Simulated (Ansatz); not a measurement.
**NiMoIrPdW: single point with PBE**

The system is NiMoIrPdW.

```
Ni Mo Pd Ir W
1.0
    -1.37004    1.37004    9.71647
     1.37004   -1.37004    9.71647
     1.37004    1.37004   -9.71647
Ni Mo Pd Ir W
1 1 1 1 1
Direct
  0.19862 0.19862 0.00000
  0.60922 0.60922 0.00000
  0.79310 0.79310 0.00000
  0.39944 0.39944 0.00000
  0.99565 0.99565 0.00000
```

The cell was built by a generator and needn't be a form met in nature.

```json
{"Program": "Ansatz 0.2.0", "Task": "single point", "Functional": "PBE", "Potentials or basis": "all-electron LAPW, scalar-relativistic", "Cutoff": "272 eV (chosen from the basis error)", "Basis error allowed": "0.002 eV/atom", "k mesh": "9 × 9 × 9", "Occupations": "fermi-dirac, width 0.05 eV", "Spin": "collinear spin, ferromagnetic start", "Starting moments": "[1.0, 1.0, 0.0, 0.6, 0.0] μB"}
```

```yaml
Pressure: 0.1 GPa
Largest_force: 0.189 eV/Å
Band_gap_on_the_k_mesh: none (metal or under the smearing width)
Net_moment: 0.00 μB per cell
Absolute_moment: 0.00 μB per cell
```

Forces on the atoms (eV/Å):
```
Ni   0.000  0.000 -0.032
Mo   0.000  0.000 -0.036
Pd   0.000  0.000 -0.078
Ir   0.000  0.000  0.189
W    0.000  0.000 -0.043
```

Stress tensor (GPa, compression positive):
```
 0.52  0.00  0.00
 0.00  0.52  0.00
 0.00  0.00 -0.68
```

Levels at points of the mesh, in eV from the Fermi level:
Spin up:
```
           k point  band 76  band 77  band 78  band 79  band 80  band 81
(0.00, 0.00, 0.00)    -0.85    -0.61     0.17     0.34     1.19     1.30
```
Spin down:
```csv
k point,band 74,band 75,band 76,band 77,band 78,band 79,band 80,band 81,band 82,band 83
"(0.00, 0.00, 0.00)",-0.99,-0.85,-0.85,-0.61,0.17,0.34,1.19,1.30,1.30,2.04
```

Wall time 2.7 min on 8 threads of Arm Neoverse V2, on a shared host, peak memory 2.7 GiB.

Caveat: the k mesh is coarse (spacing up to 0.36 Å⁻¹), so the values aren't converged; the k mesh is thin for a metal, which can move the energy by tens of meV per atom; the starting moments weren't kept. Spin-orbit coupling is left out, which matters for the levels of Ir, W.
